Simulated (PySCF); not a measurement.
# ZnC+: bond curves at several levels of theory

The task here is to estimate one member of a computed series from the others.

Computed with PySCF 2.14.0. Level: Zn pcseg-1, C pcseg-1, no relativity.

Set-up of the first run:

Settings of the job:

```json
{
  "atoms": "Zn, C",
  "charge": "1",
  "basis": "Zn pcseg-1, C pcseg-1",
  "Hamiltonian": "no relativity",
  "basis functions": "45",
  "electrons treated": "35",
  "masses in u": "63.9291, 12.0000",
  "levels": "PBE0, PBE, r²SCAN, BLYP, MN15, LDA, HSE06, HF, MP2, SCS-MP2, CCSD, CCSD(T)",
  "grid": "80 radial by 434 angular points",
  "occupations": "held fixed by the projection of orbital angular momentum",
  "dissociation limit": "Zn+ + C, each in its ground configuration",
  "starting distance in angstrom": "2.000",
  "values of 2S to try": "1, 3"
}
```

Launch:

```bash
OMP_NUM_THREADS=1 python dia.py task.json out
```

Steps of the session up to this table: Set-up; PBE0 along the bond; Higher solutions at PBE0; PBE; r²SCAN (meta-GGA); BLYP; MN15 (hybrid meta-GGA); LDA; HSE06; ROHF (mean field); Adding correlation.

One table of the session follows, with a row left open; its other results are not shown here.

It belongs to the step «The curves together». Energy (eV) from each level's lowest point:

```
R (Å)   ROHF  ROHF-MP2  ROHF-SCS-MP2  ROHF-CCSD  ROHF-CCSD(T)
1.818  0.618     0.442         0.495        n/a           n/a
1.903  0.293     0.180         0.217      0.245         0.234
1.987  0.106     0.044         0.066      0.084         0.079
2.051  0.032     0.003         0.014      0.023         0.021
2.114  0.000     0.000         0.000      0.000         0.000
2.177  0.001     0.026         0.016      0.006         0.007
2.262      ?         ?             ?          ?             ?
2.368  0.130     0.214         0.176      0.136         0.135
2.494  0.276     0.388         0.333      0.272         0.266
2.664  0.504     0.642         0.567        n/a           n/a
```

Estimate the missing values for R (Å) = 2.262.

Worked estimate for «ROHF». A straight line through the neighbours (2.177, 0.001) and (2.368, 0.130) gives 0.001 + (0.130 − 0.001) × (2.262 − 2.177) / (2.368 − 2.177) = 0.058; a parabola fitted to 4 rows on both sides gives 0.044.

As computed: ROHF: 0.039; ROHF-MP2: 0.094; ROHF-SCS-MP2: 0.071; ROHF-CCSD: 0.048; ROHF-CCSD(T): 0.049. In «ROHF» the line misses by +0.019 and the parabola by +0.005.

State 2 has its PBE0 minimum 0.35 eV higher. The other levels ran on the lowest alone.
